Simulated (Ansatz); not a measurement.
This script drives Ansatz 0.2.0 through its Python package.

Script `adiabatic_ge2h4se.py`:
```python
import itertools
import warnings

import ansatz as az
from ase.data import atomic_numbers, covalent_radii
import numpy as np

warnings.simplefilter("ignore", az.DeckWarning)

geometry = (
    az.Crystal.molecule()
    .atom("Ge", (-0.7033, -0.0773, -0.9268))
    .atom("Ge", (0.859, -0.0068, 0.8151))
    .atom("Se", (-1.4643, 0.2646, 1.2885))
    .atom("H", (-0.9658, -1.4394, -1.4987))
    .atom("H", (-0.7806, 1.2646, -1.7936))
    .atom("H", (1.416, -1.391, 1.1727))
    .atom("H", (1.7002, 1.3173, 0.8971))
)

base = (
    geometry.calculation()
    .basis(gaussian="def2-SVP")
    .functional("r2scan")
)
symbols = [site.symbol for site in geometry.cartesian_sites]
start = np.array([site.position_ang for site in geometry.cartesian_sites], dtype=float)
summary = base.relax(force_tolerance=0.01).run().report
end = np.array(summary["positions_ang"])

minimum = az.Crystal.molecule()
for symbol, place in zip(symbols, end):
    minimum = minimum.atom(symbol, place.tolist())
ion = (
    minimum.calculation()
    .basis(gaussian="def2-SVP")
    .functional("r2scan")
    .charge(1)
    .spin("collinear", total=1)
)
vertical = ion.run().report
settled = ion.relax(force_tolerance=0.01, max_steps=80).run().report
print(f"vertical ionisation energy   {vertical['free_energy_ev'] - summary['free_energy_ev']:.3f} eV")
print(f"adiabatic, no zero point     {settled['free_energy_ev'] - summary['free_energy_ev']:.3f} eV")
print(f"relaxation energy of the ion {vertical['free_energy_ev'] - settled['free_energy_ev']:.3f} eV")
ionised = np.array(settled["positions_ang"])
radius = [covalent_radii[atomic_numbers[s]] for s in symbols]
span = lambda where, i, j: np.linalg.norm(where[i] - where[j])
bonded = [(i, j) for i, j in itertools.combinations(range(len(symbols)), 2) if min(span(end, i, j), span(ionised, i, j)) < 1.2 * (radius[i] + radius[j])]
print("pair        before    after (A)")
for i, j in bonded:
    print(f"{symbols[i]}{i}-{symbols[j]}{j}".ljust(10), f"{span(end, i, j):8.4f} {span(ionised, i, j):8.4f}")
```

It is started by `python adiabatic_ge2h4se.py`. How long does it take on 1 thread of Arm Neoverse N1, on a shared host, and how much memory does it need?

It took about 5.9 min, with a peak of 0.4 GiB, for 3 runs of the engine.

Running `python adiabatic_ge2h4se.py` prints:
```text
vertical ionisation energy   8.663 eV
adiabatic, no zero point     8.439 eV
relaxation energy of the ion 0.224 eV
pair        before    after (A)
Ge0-Ge1      2.3563   2.3643
Ge0-Se2      2.3920   2.5051
Ge0-H3       1.5315   1.5233
Ge0-H4       1.5314   1.5232
Ge1-Se2      2.3914   2.5050
Ge1-H5       1.5316   1.5233
Ge1-H6       1.5315   1.5232
```

The energies are electronic: no zero-point or thermal terms, and the basis set is short of its limit. The product may relax into another structure. The relaxation finds the nearest minimum, so the adiabatic value is an upper bound.
